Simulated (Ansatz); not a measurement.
**CH5ClSeSi: a ladder of functionals and wavefunction methods**

One table from this session's results is given with a row withheld; the runs are named, their logs left out.

The runs use Ansatz 0.2.0, Gaussian basis; functionals in def2-TZVPP, the program's frozen cores in correlated methods.

Levels to be run: PBE-D4, r2SCAN-D4, PBE0-D4, B3LYP-D4, ωB97X-V, ωB97M-V, B2PLYP; CCSD(T)/def2-TZVPP; MP2/def2-QZVPP; extrapolation to the limit.

## The relaxed structure

All runs share one geometry, relaxed beforehand with PBE0-D4 in a triple-zeta def2 set.

SMILES `ClC[SiH2][SeH]`, 9 atoms, charge 0, spin multiplicity 1.

Atoms are counted from 1 here; the program's logs count them from 0.

Bond lengths: Cl1–C2 1.787 Å, C2–Si3 1.880 Å, C2–H5 1.090 Å, C2–H6 1.090 Å, Si3–Se4 2.281 Å, Si3–H7 1.481 Å, Si3–H8 1.482 Å, Se4–H9 1.469 Å. Angles: Cl1–C2–Si3 108.2°, Cl1–C2–H5 107.8°, Cl1–C2–H6 108.1°, Si3–C2–H5 112.2°, Si3–C2–H6 111.7°, H5–C2–H6 108.6°, C2–Si3–Se4 110.9°, C2–Si3–H7 109.5°, C2–Si3–H8 109.0°, Se4–Si3–H7 105.2°, Se4–Si3–H8 111.0°, H7–Si3–H8 111.1°, Si3–Se4–H9 93.0°.

As a file:

```xyz
9
charge 0, multiplicity 1
Cl   -0.25251    2.56490   -0.30922
C    -0.70485    0.83858   -0.40455
Si    0.78471   -0.18863    0.10555
Se    0.31570   -2.41774   -0.01670
H    -1.55964    0.68066    0.25340
H    -1.01064    0.62565   -1.42874
H     1.88959    0.03037   -0.85647
H     1.18813    0.19532    1.47872
H    -0.56208   -2.37531    1.16069
```

The first run:

Contents of in.yaml:

```yaml
crystal:
  periodic: [false, false, false]
  atoms:
    - {symbol: Cl, position_ang: [-0.252514, 2.564905, -0.309224]}
    - {symbol: C, position_ang: [-0.704847, 0.838581, -0.404549]}
    - {symbol: Si, position_ang: [0.784706, -0.188626, 0.105554]}
    - {symbol: Se, position_ang: [0.315703, -2.417744, -0.016698]}
    - {symbol: H, position_ang: [-1.559641, 0.680656, 0.253405]}
    - {symbol: H, position_ang: [-1.010642, 0.625648, -1.428735]}
    - {symbol: H, position_ang: [1.889592, 0.030373, -0.856469]}
    - {symbol: H, position_ang: [1.188127, 0.195318, 1.478724]}
    - {symbol: H, position_ang: [-0.562085, -2.375309, 1.160692]}
basis:
  gaussian: {orbitals: def2-TZVPP}
hamiltonian: {xc: pbe, dispersion: d4}
output: {forces: true, orbitals: {seedname: orbitals}}
```

Command:

```sh
$ ansatz run in.yaml --threads 4 --pin off --events-out ev --progress --plain --max-ram 10444MiB
```

Among the steps run: PBE-D4 (GGA); r2SCAN-D4 (meta-GGA); PBE0-D4 (hybrid); B3LYP-D4 (hybrid); ωB97X-V (range-separated); ωB97M-V (range-separated); B2PLYP (double hybrid); CCSD(T) in def2-TZVPP; MP2 in def2-QZVPP.

One of the session's tables, all rows but one given; the rest of the session is left out.

```
            method  atomisation energy (eV)
            PBE-D4                   29.296
         r2SCAN-D4                   29.128
           PBE0-D4                   28.998
          B3LYP-D4                   28.887
           ωB97X-V                   29.192
           ωB97M-V                   29.044
            B2PLYP                   28.529
     HF/def2-TZVPP                        ?
    MP2/def2-TZVPP                   28.495
   CCSD/def2-TZVPP                   27.841
CCSD(T)/def2-TZVPP                   28.272
           MP2/CBS                   29.365
       CCSD(T)/CBS                   29.141
```

Q: Estimate the row for HF/def2-TZVPP from the others.

**Answer.** atomisation energy (eV): 21.181. In the column «atomisation energy (eV)» it is the lowest.

To keep in mind: Free atoms (1 Cl, 1 C, 1 Si, 1 Se, 5 H) were run apart at each level; the atomisation energy is their sum less the molecule, without zero-point or spin-orbit terms.
